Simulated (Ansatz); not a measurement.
**CH₄AlNO: how energies converge with the basis set**

How large a basis does CH₄AlNO need? Two functionals are run in growing sets.

The runs use Ansatz 0.2.0, Gaussian basis; one geometry, several basis sets.

Levels to be run: PBE0-D4/def2-SVP; ωB97M-V/def2-SVP; PBE0-D4/def2-QZVPP; ωB97M-V/def2-QZVPP; the functionals' def2-TZVPP values are taken from earlier runs.

### 1 The geometry

The geometry comes from an earlier relaxation with PBE0-D4 in a triple-zeta def2 set; it is a stationary point, not always the lowest conformer.

SMILES `N=[C](O)[AlH2]`, 8 atoms, charge 0, spin multiplicity 1.

Atoms are counted from 1 here; the program's logs count them from 0.

Bond lengths: N1–C2 1.271 Å, N1–H5 1.016 Å, C2–O3 1.350 Å, C2–Al4 1.987 Å, O3–H6 0.972 Å, Al4–H7 1.585 Å, Al4–H8 1.581 Å. Angles: C2–N1–H5 111.6°, N1–C2–O3 118.4°, N1–C2–Al4 124.6°, O3–C2–Al4 117.1°, C2–O3–H6 106.8°, C2–Al4–H7 113.2°, C2–Al4–H8 123.4°, H7–Al4–H8 123.4°.

### 2 PBE0-D4 in def2-SVP

Input file in.yaml:

```yaml
crystal:
  periodic: [false, false, false]
  atoms:
    - {symbol: N, position_ang: [0.327569, 1.298740, -0.840498]}
    - {symbol: C, position_ang: [0.373077, 0.412634, 0.069585]}
    - {symbol: O, position_ang: [1.252489, 0.576175, 1.080379]}
    - {symbol: Al, position_ang: [-0.766683, -1.213666, 0.117795]}
    - {symbol: H, position_ang: [-0.367274, 1.073196, -1.547212]}
    - {symbol: H, position_ang: [1.724937, 1.408030, 0.909219]}
    - {symbol: H, position_ang: [-1.765416, -1.312522, -1.108465]}
    - {symbol: H, position_ang: [-0.686599, -2.299687, 1.263297]}
basis:
  gaussian: {orbitals: def2-SVP}
hamiltonian: {xc: pbe0, dispersion: d4}
output: {orbitals: {seedname: orbitals}}
```

Launch:

```bash
$ ansatz run in.yaml --threads 2 --pin off --events-out ev --progress --plain --max-ram 4352MiB
```

The log of the run:

```text
Functional definition: PBE0
  name "PBE0"
  cite "Adamo & Barone, J. Chem. Phys. 110, 6158 (1999) doi:10.1063/1.478522"
  cite "Perdew, Burke & Ernzerhof, Phys. Rev. Lett. 77, 3865 (1996) doi:10.1103/PhysRevLett.77.3865"
  parent pbe
  parameter a = 0.25
  parameter kappa = 0.804
  parameter beta = 0.06672455060314922
  exchange = (1 - a)*pbe_x(kappa = kappa, mu = beta*pi^2/3) + a*exact_x
  correlation = pbe_c(beta = beta)
931 factors; their error is unknown
mean field evaluation 1: about -11215.9976 eV, gradient 5.0e1 eV
mean field evaluation 2: about -11207.6606 eV, gradient 7.5e1 eV
mean field evaluation 4: about -11221.0633 eV, gradient 6.4e0 eV
mean field evaluation 8: about -11221.2454 eV, gradient 2.3e-1 eV
mean field -11221.24547938 eV, -412.3731653340 hartree, gradient 3.9e-5 eV, S^2 0.000000; 0 other end points of the search recorded, 0 dependent functions left out
reference -11221.24550796 eV, -412.3731663843 hartree; 19, 19 occupied and 61, 61 virtual orbitals, 931 factors
Total energy: -11221.35576864 eV, -412.3772183893 hartree
```

It took 1 s on 2 threads of Arm Neoverse V1, shared host.

### 3 ωB97M-V in def2-SVP

Changes to in.yaml since step 2:

```diff
@@ -13,3 +13,3 @@
   gaussian: {orbitals: def2-SVP}
-hamiltonian: {xc: pbe0, dispersion: d4}
+hamiltonian: {xc: {name: wB97M-V}}
 output: {orbitals: {seedname: orbitals}}
```

Same command.

The log of the run:

```text
Functional definition: wB97M-V
  name "wB97M-V"
  cite "Mardirossian & Head-Gordon, J. Chem. Phys. 144, 214110 (2016) doi:10.1063/1.4952647"
  cite "Becke, J. Chem. Phys. 107, 8554 (1997) doi:10.1063/1.475007"
  cite "Vydrov & Van Voorhis, J. Chem. Phys. 133, 244103 (2010) doi:10.1063/1.3521275"
  # Of w^i u^j: cxij and so on, Table III.
  parameter omega = 0.3/bohr
  parameter cx = 0.15
  parameter cx01 = 1.007
  parameter cx10 = 0.259
  parameter css00 = 0.443
  parameter css04 = -1.437
  parameter css10 = -4.535
  parameter css20 = -3.390
  parameter css43 = 4.278
  parameter cos00 = 1.000
  parameter cos10 = 1.358
  parameter cos20 = 2.924
  parameter cos21 = -8.812
  parameter cos60 = -1.390
  parameter cos61 = 9.142
  parameter b = 6.0
  parameter c = 0.01
  gx(w, u) = 1 - cx + cx01*u + cx10*w
  gss(w, u) = css00 + css04*u^4 + css10*w + css20*w^2 + css43*w^4*u^3
  gos(w, u) = cos00 + cos10*w + (cos20 + cos21*u)*w^2 + (cos60 + cos61*u)*w^6
  exchange = spin_sum(e_x_unif_sr(omega)*gx(b97_w, b97_u_x)) + cx*exact_x_sr(omega) + exact_x_lr(omega)
  correlation = spin_sum(e_c_pw_mod_same_spin*gss(b97_w, b97_u_same))
      + integral(e_c_pw_mod_opposite_spin*gos(b97_w_opposite, b97_u_opposite)) + vv10(b, c)
912 factors; their error is unknown
227 factors; integrals over basis functions are off by at most 1.0e-5 eV
mean field evaluation 1: about -11223.1761 eV, gradient 4.5e1 eV
mean field evaluation 2: about -11223.7108 eV, gradient 4.4e1 eV
mean field evaluation 4: about -11227.3267 eV, gradient 2.7e0 eV
mean field evaluation 8: about -11227.3432 eV, gradient 5.9e-2 eV
mean field evaluation 16: about -11227.3839 eV, gradient 7.3e-5 eV
mean field -11227.38385522 eV, -412.5987464852 hartree, gradient 7.3e-5 eV, S^2 0.000000; 0 other end points of the search recorded, 0 dependent functions left out
reference -11227.38390009 eV, -412.5987481343 hartree; 19, 19 occupied and 61, 61 virtual orbitals, 912 factors
Total energy: -11227.38390009 eV, -412.5987481343 hartree
```

Wall time 4.9 s (2 threads of Arm Neoverse V1, shared host).

### 4 PBE0-D4 in def2-QZVPP

Changes to in.yaml since step 3:

```diff
@@ -12,4 +12,4 @@
 basis:
-  gaussian: {orbitals: def2-SVP}
-hamiltonian: {xc: {name: wB97M-V}}
+  gaussian: {orbitals: "def2-QZVPP.json"}
+hamiltonian: {xc: pbe0, dispersion: d4}
 output: {orbitals: {seedname: orbitals}}
```

Launched as before.

The log of the run:

```text
Functional definition: PBE0
  name "PBE0"
  cite "Adamo & Barone, J. Chem. Phys. 110, 6158 (1999) doi:10.1063/1.478522"
  cite "Perdew, Burke & Ernzerhof, Phys. Rev. Lett. 77, 3865 (1996) doi:10.1103/PhysRevLett.77.3865"
  parent pbe
  parameter a = 0.25
  parameter kappa = 0.804
  parameter beta = 0.06672455060314922
  exchange = (1 - a)*pbe_x(kappa = kappa, mu = beta*pi^2/3) + a*exact_x
  correlation = pbe_c(beta = beta)
1181 factors; their error is unknown
mean field evaluation 1: about -11222.4759 eV, gradient 6.1e1 eV
mean field evaluation 2: about -11207.2274 eV, gradient 9.6e1 eV
mean field evaluation 4: about -11229.2501 eV, gradient 1.2e1 eV
mean field evaluation 8: about -11229.5068 eV, gradient 2.1e-1 eV
mean field evaluation 16: about -11229.5143 eV, gradient 3.0e-5 eV
mean field -11229.51429463 eV, -412.6770386896 hartree, gradient 3.0e-5 eV, S^2 0.000000; 0 other end points of the search recorded, 0 dependent functions left out
reference -11229.51433611 eV, -412.6770402138 hartree; 19, 19 occupied and 342, 342 virtual orbitals, 1181 factors
Total energy: -11229.62459678 eV, -412.6810922189 hartree
```

Run time: 7 s. Hardware: 2 threads of Arm Neoverse V1, shared host; peak memory 0.86 GiB.

### 5 ωB97M-V in def2-QZVPP

Changes to in.yaml since step 4:

```diff
@@ -13,3 +13,3 @@
   gaussian: {orbitals: "def2-QZVPP.json"}
-hamiltonian: {xc: pbe0, dispersion: d4}
+hamiltonian: {xc: {name: wB97M-V}}
 output: {orbitals: {seedname: orbitals}}
```

The command is unchanged.

The log of the run:

```text
Functional definition: wB97M-V
  name "wB97M-V"
  cite "Mardirossian & Head-Gordon, J. Chem. Phys. 144, 214110 (2016) doi:10.1063/1.4952647"
  cite "Becke, J. Chem. Phys. 107, 8554 (1997) doi:10.1063/1.475007"
  cite "Vydrov & Van Voorhis, J. Chem. Phys. 133, 244103 (2010) doi:10.1063/1.3521275"
  # Of w^i u^j: cxij and so on, Table III.
  parameter omega = 0.3/bohr
  parameter cx = 0.15
  parameter cx01 = 1.007
  parameter cx10 = 0.259
  parameter css00 = 0.443
  parameter css04 = -1.437
  parameter css10 = -4.535
  parameter css20 = -3.390
  parameter css43 = 4.278
  parameter cos00 = 1.000
  parameter cos10 = 1.358
  parameter cos20 = 2.924
  parameter cos21 = -8.812
  parameter cos60 = -1.390
  parameter cos61 = 9.142
  parameter b = 6.0
  parameter c = 0.01
  gx(w, u) = 1 - cx + cx01*u + cx10*w
  gss(w, u) = css00 + css04*u^4 + css10*w + css20*w^2 + css43*w^4*u^3
  gos(w, u) = cos00 + cos10*w + (cos20 + cos21*u)*w^2 + (cos60 + cos61*u)*w^6
  exchange = spin_sum(e_x_unif_sr(omega)*gx(b97_w, b97_u_x)) + cx*exact_x_sr(omega) + exact_x_lr(omega)
  correlation = spin_sum(e_c_pw_mod_same_spin*gss(b97_w, b97_u_same))
      + integral(e_c_pw_mod_opposite_spin*gos(b97_w_opposite, b97_u_opposite)) + vv10(b, c)
1138 factors; their error is unknown
311 factors; integrals over basis functions are off by at most 2.0e-5 eV
mean field evaluation 1: about -11230.3924 eV, gradient 5.4e1 eV
mean field evaluation 2: about -11230.6992 eV, gradient 5.3e1 eV
mean field evaluation 4: about -11235.7946 eV, gradient 3.3e0 eV
mean field evaluation 8: about -11235.8169 eV, gradient 7.8e-2 eV
mean field evaluation 16: about -11235.8171 eV, gradient 3.9e-5 eV
mean field -11235.81714345 eV, -412.9086641115 hartree, gradient 3.9e-5 eV, S^2 0.000000; 0 other end points of the search recorded, 0 dependent functions left out
reference -11235.81721080 eV, -412.9086665865 hartree; 19, 19 occupied and 342, 342 virtual orbitals, 1138 factors
Total energy: -11235.81721080 eV, -412.9086665865 hartree
```

It took 17 s on 2 threads of Arm Neoverse V1, shared host; peak memory 1.1 GiB.

### 6 Functionals by basis

The def2-TZVPP values come from earlier runs at the same geometry.

```csv
functional,basis,functions,energy (eV),from the largest (eV),HOMO (eV),LUMO (eV)
PBE0-D4,def2-SVP,80,-11221.3558,8.269,-7.23,-2.03
PBE0-D4,def2-TZVPP,191,-11229.1561,0.468,-7.45,-2.11
PBE0-D4,def2-QZVPP,361,-11229.6246,0.000,-7.49,-2.14
ωB97M-V,def2-SVP,80,-11227.3839,8.433,-9.50,-0.29
ωB97M-V,def2-TZVPP,191,-11235.3651,0.452,-9.76,-0.43
ωB97M-V,def2-QZVPP,361,-11235.8172,0.000,-9.80,-0.53
```

### 7 Results

| quantity | value |
| --- | --- |
| PBE0-D4: double and triple zeta above quadruple | 8.27, 0.47 eV |
| ωB97M-V: double and triple zeta above quadruple | 8.43, 0.45 eV |

In words: For PBE0-D4 the step from double to triple zeta gains 7.80 eV and the next only 0.47 eV. These are total energies; as a rule much of such shifts cancels in differences, which this series doesn't test.

For PBE0-D4 the largest set took about 7 times as long as the smallest (7 s against 1 s).
